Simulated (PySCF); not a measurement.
# The bond of GaN, level by level

One job finds the state of GaN, follows it along the bond with each method and fits the curves.

Computed with PySCF 2.14.0. Level: Ga x2c-TZVPPall, N x2c-TZVPPall, spin-free X2C with a Gaussian nucleus.

**1. Input**

A driver script around PySCF takes these settings:

```yaml
atoms: Ga, N
charge: 0
basis: Ga x2c-TZVPPall, N x2c-TZVPPall
Hamiltonian: spin-free X2C with a Gaussian nucleus
basis_functions: 79
electrons_treated: 38
masses_in_u: 68.9256, 14.0031
levels: PBE0, PBE, r²SCAN, B97-3, M06-2X, BP86, M06, ωB97X, HF, MP2, SCS-MP2, CCSD, CCSD(T)
grid: 80 radial by 434 angular points
occupations: held fixed by the projection of orbital angular momentum
dissociation_limit: Ga + N, each in its ground configuration
starting_distance_in_angstrom: 1.860
values_of_2S_to_try: 0, 2, 4
```

Command:

```
> OMP_NUM_THREADS=1 python dia.py task.json out
```

Further steps of the session: First curve: PBE0; Excited determinants; PBE; r²SCAN; B97-3; M06-2X (hybrid meta-GGA); BP86 (GGA); M06 (hybrid meta-GGA); ωB97X (range-separated hybrid); UHF (mean field); Adding correlation.

**Question.** What will these runs give? Wanted: for each run, Re; ωe; De; μ.

**Answer**, as computed:

Lowest PBE0 solution found, without spin–orbit coupling: ³Σ⁻ (triplet), unpaired electrons π ↑↑. State 2 has its PBE0 minimum 0.10 eV higher. State 3 has its PBE0 minimum 0.47 eV higher, as a spin-mixed determinant (⟨S²⟩ = 1.02), so this is no gap between pure states. State 4 has its PBE0 minimum 0.51 eV higher, as a spin-mixed determinant (⟨S²⟩ = 1.00), so this is no gap between pure states. The other levels ran on the lowest alone.

```csv
level,Re (Å),ωe (cm⁻¹),De (eV),μ (D)
UHF,1.985,537,0.58,-1.97
UHF-MP2,1.980,539,1.89,n/a
UHF-SCS-MP2,1.988,533,1.93,n/a
UHF-CCSD,1.992,523,1.84,n/a
UHF-CCSD(T),1.997,515,1.95,n/a
PBE,2.029,482,2.53,-1.85
BP86,2.029,482,2.55,-1.87
r²SCAN,1.997,511,2.21,-1.74
PBE0,1.998,515,2.24,-1.88
B97-3,2.015,498,2.20,-2.00
M06,2.010,498,2.22,-2.25
M06-2X,2.002,521,2.11,-1.93
ωB97X,1.989,524,2.29,-1.97
```

De is counted to Ga + N in their ground configurations. A positive dipole means Ga(−)N(+).

Differences from CCSD(T) in the same basis:

```csv
level,Re (mÅ),ωe (%)
UHF,-12,+4.2
UHF-MP2,-17,+4.5
UHF-SCS-MP2,-9,+3.3
UHF-CCSD,-5,+1.5
PBE,+32,-6.5
BP86,+32,-6.4
r²SCAN,0,-0.9
PBE0,+1,-0.1
B97-3,+18,-3.3
M06,+13,-3.3
M06-2X,+5,+1.0
ωB97X,-8,+1.7
```

Against CCSD(T) in the same basis, the bond length is nearest at r²SCAN (0 mÅ) and farthest at PBE and BP86 (+32 mÅ); the wavenumber is nearest at PBE0 (-0.1 %) and farthest at PBE (-6.5 %). Hartree–Fock makes the bond too short and too stiff against this reference, as it mostly does. PBE gives a bond that is too long and too soft, as GGAs tend to. Among the levels with a De in the table, it runs from 0.58 eV (UHF) to 2.55 eV (BP86).

Correlated steps freeze 10 core orbitals.
